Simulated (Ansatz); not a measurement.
# IrRh4: the cost of one run

Method: DFT PBE, scalar-relativistic, plane waves, PAW, in Ansatz 0.2.0.

## 1. The starting structure

The structure is tetragonal, space group I4/m (No. 87). The conventional cell has a = 6.067 Å, b = 6.067 Å, c = 3.835 Å, α = 90.00°, β = 90.00°, γ = 90.00°. Ir (site symmetry 4/m) is surrounded by 12 Rh at 2.71 Å. Rh (site symmetry m) has 9 Rh at 2.70 to 2.73 Å and 3 Ir at 2.71 Å in its first shell of neighbours.

Structure file:

```
Ir Rh
1.0
    -3.03364    3.03364    1.91748
     3.03364   -3.03364    1.91748
     3.03364    3.03364   -1.91748
Ir Rh
1 4
Direct
  0.00000 0.00000 0.00000
  0.79932 0.60133 0.40064
  0.20068 0.39867 0.59936
  0.39867 0.79932 0.19799
  0.60133 0.20068 0.80201
```

It is the end of an earlier relaxation with the same method, from a generated guess; it is a trial structure. At a tolerance of 0.05 Å it has space group I4/m (No. 87); it has 14.12 Å³/atom, an uncorrected energy of -0.01 eV/atom over the elements.

## 2. Static run: bands, density of states and charges

input.yaml

```yaml
crystal:
  lattice:
    - [-3.0336387, 3.0336387, 1.9174808]
    - [3.0336387, -3.0336387, 1.9174808]
    - [3.0336387, 3.0336387, -1.9174808]
  atoms:
    - { symbol: Ir, position: [0.0, 0.0, 0.0] }
    - { symbol: Rh, position: [0.799318, 0.601326, 0.400644] }
    - { symbol: Rh, position: [0.200682, 0.398674, 0.599356] }
    - { symbol: Rh, position: [0.398674, 0.799318, 0.197992] }
    - { symbol: Rh, position: [0.601326, 0.200682, 0.802008] }
basis:
  ecutwfc: 420
kpoints:
  mp_grid: { grid: [12, 12, 12] }
  band_path:
    path:
      - [[0.0, 0.0, 0.0], [-0.5, 0.5, 0.0], [-0.5, 0.5, 0.5], [0.0, 0.0, 0.0], [-0.34987904, -0.34987904, 0.34987904]]
      - [[-0.65012096, 0.34987904, 0.65012096], [-0.5, 0.5, 0.5]]
      - [[-0.5, 0.5, 0.0], [-0.75, 0.25, 0.25], [-0.5, 0.0, 0.5], [0.0, 0.0, 0.0]]
    npoints: 14
hamiltonian:
  xc: pbe
scf:
  occupations: { method: gaussian, width: 0.1 }
  n_extra_bands: 12
output:
  forces: true
  stress: true
  eigenvalues: true
  populations: true
  dos: { projected: true, de: 0.02, nscf_kmesh: { grid: [15, 15, 15] } }
  bader: true
```

On the command line:

```
> ansatz run input.yaml --threads 1 --pin off --max-ram 3072MiB --backend cpu --events-out ev --progress --plain --runs-dir out
```

What time and memory should one allow on 1 thread of Arm Neoverse V2, shared host?

About 2.9 min, with a peak of 1.2 GiB.
